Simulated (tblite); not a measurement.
# CH7Cl3Ge2Si: the cost of one run

Programs: tblite 0.8.0 and PySCF 2.14.0, with density-fitted response routines of our own. Each step states its level of theory. These are calculated values for one molecule, in the gas phase or a continuum, unless marked as measured. Atoms are numbered from 0 throughout.

### Step 1. Starting geometry

14 atoms, charge 0, multiplicity 1; geometry from: force field or distance geometry start.

Bonds of the start (Å): Cl0–C1 1.79, C1–Cl2 1.76, C1–Cl3 1.77, C1–Si4 1.87, Si4–Ge5 2.32, Ge5–Ge6 2.38, Si4–H7 1.47, Si4–H8 1.48, Ge5–H9 1.54, Ge5–H10 1.56, Ge6–H11 1.56, Ge6–H12 1.56, Ge6–H13 1.56.

### Step 2. Optimising the geometry with GFN2-xTB

The job: settings as JSON, then the geometry in Å.

```
{"job": {"kind": "relax", "xc": "GFN2-xTB", "basis": "xTB"}, "charge": 0, "multiplicity": 1}
Cl    -1.689800    -0.009900     1.962400
C     -2.057900     0.516700     0.288600
Cl    -3.796900     0.461700    -0.004400
Cl    -1.460000     2.171600     0.086900
Si    -1.165800    -0.665800    -0.853900
Ge     0.987400    -1.102800    -0.107700
Ge     2.256900     0.866500     0.297800
H     -1.174000    -0.198100    -2.243300
H     -1.869700    -1.961400    -0.720200
H      1.628700    -2.047900    -1.146500
H      0.783900    -1.804800     1.272200
H      3.103500     0.649500     1.594800
H      1.256300     2.048200     0.483100
H      3.197000     1.076000    -0.932000
```

Started as:

```
$ OMP_NUM_THREADS=1 python probes_run.py task.json out
```

One launch serves the whole session: the jobs run in the order shown.

Q: Estimate the wall time and peak memory of this first job on 1 thread of Arm Neoverse N1, shared host.

About 3.5 s, with a peak of 0.18 GiB.
